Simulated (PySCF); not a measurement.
**GaF (SMILES [F][Ga]) at B3LYP/def2-TZVPPD**

What is the vertical ionisation energy of GaF at B3LYP/def2-TZVPPD? Input form: a Python script.

Program for the calculation: PySCF 2.14.0.

3 further runs of the same task are left out: 3 set aside as unsound or not needed.

## 1. The structure to begin with

GaF has 2 atoms, charge 0, and is taken as a singlet. As SMILES, `[F][Ga]`. The shape is that of a PBE0-D4/def2-TZVP optimisation.

Bond lengths: F1–Ga2 1.787 Å.

## 2. The energy at B3LYP/def2-TZVPPD

Contents of run.py:

```python
# FGa
from pyscf import gto, dft

mol = gto.Mole()
mol.atom = 'F 0.000000 -0.000000 0.006300; Ga -0.000000 0.000000 1.792850'
mol.charge = 0
mol.basis = 'def2-tzvppd'
mol.max_memory = 1860
mol.verbose = 3
mol.build()

mf = dft.RKS(mol, xc='b3lyp')
mf.grids.level = 5
mf.conv_tol = 1e-10
mf.kernel()
if not mf.converged:
    mf = mf.newton().run(mf.mo_coeff, mf.mo_occ)

etot = mf.e_tot
print(f'total energy: {etot:.8f} hartree')
```

Run with:

```sh
$ OMP_NUM_THREADS=1 python run.py
```

Log:

```text
converged SCF energy = -2024.85496921133
total energy: -2024.85496921 hartree
```

Run time: 7.8 s. Hardware: 1 thread of Arm Neoverse V1, shared host; peak memory 0.44 GiB.

## 3. The doublet cation

Contents of run.py:

```python
from pyscf import gto, dft

system = gto.M(
    atom='''
F        0.000000       0.000000       0.006300
Ga       0.000000       0.000000       1.792850
''',
    spin=1,
    verbose=3,
    max_memory=1860,
    basis='def2-tzvppd',
    charge=1,
)

ks = dft.UKS(system)
ks.xc = 'b3lyp'
ks.conv_tol = 1e-10
ks.grids.level = 5
ks.kernel()
if not ks.converged:
    ks = ks.newton().run(ks.mo_coeff, ks.mo_occ)

e_final = ks.e_tot
print('Final energy', e_final)
```

Run with:

```sh
$ OMP_NUM_THREADS=1 python run.py
```

Log:

```text
WARN: HOMO -0.275770282244039 >= LUMO -0.275770282244032

WARN: HOMO -0.462569501159901 >= LUMO -0.462569501159794

converged SCF energy = -2024.46373947085  <S^2> = 0.75456383  2S+1 = 2.0045586
Final energy -2024.4637394708514
```

Wall time 15 s (1 thread of Arm Neoverse V1, shared host); peak memory 0.46 GiB.

## 4. What came out

At B3LYP/def2-TZVPPD:

| quantity | value |
| --- | --- |
| singlet GaF: total energy | -2024.85497 Eh |
| singlet GaF: dipole moment | 2.39 D |
| singlet GaF: HOMO energy | -7.76 eV |
| singlet GaF: LUMO energy | -1.69 eV |
| singlet GaF: HOMO–LUMO gap | 6.07 eV |
| doublet cation: total energy | -2024.46374 Eh |
| doublet cation: HOMO energy (highest over α and β) | -16.58 eV |
| doublet cation: LUMO energy (lowest over α and β) | -13.60 eV |
| doublet cation: ⟨S²⟩ | 0.755 |
| vertical ionisation energy (to the doublet cation) | 10.646 eV |

**Reading.** The vertical ionisation energy comes to 10.65 eV (1027 kJ/mol). −ε(HOMO) before ionisation, 7.76 eV, is 2.89 eV below this ionisation energy.
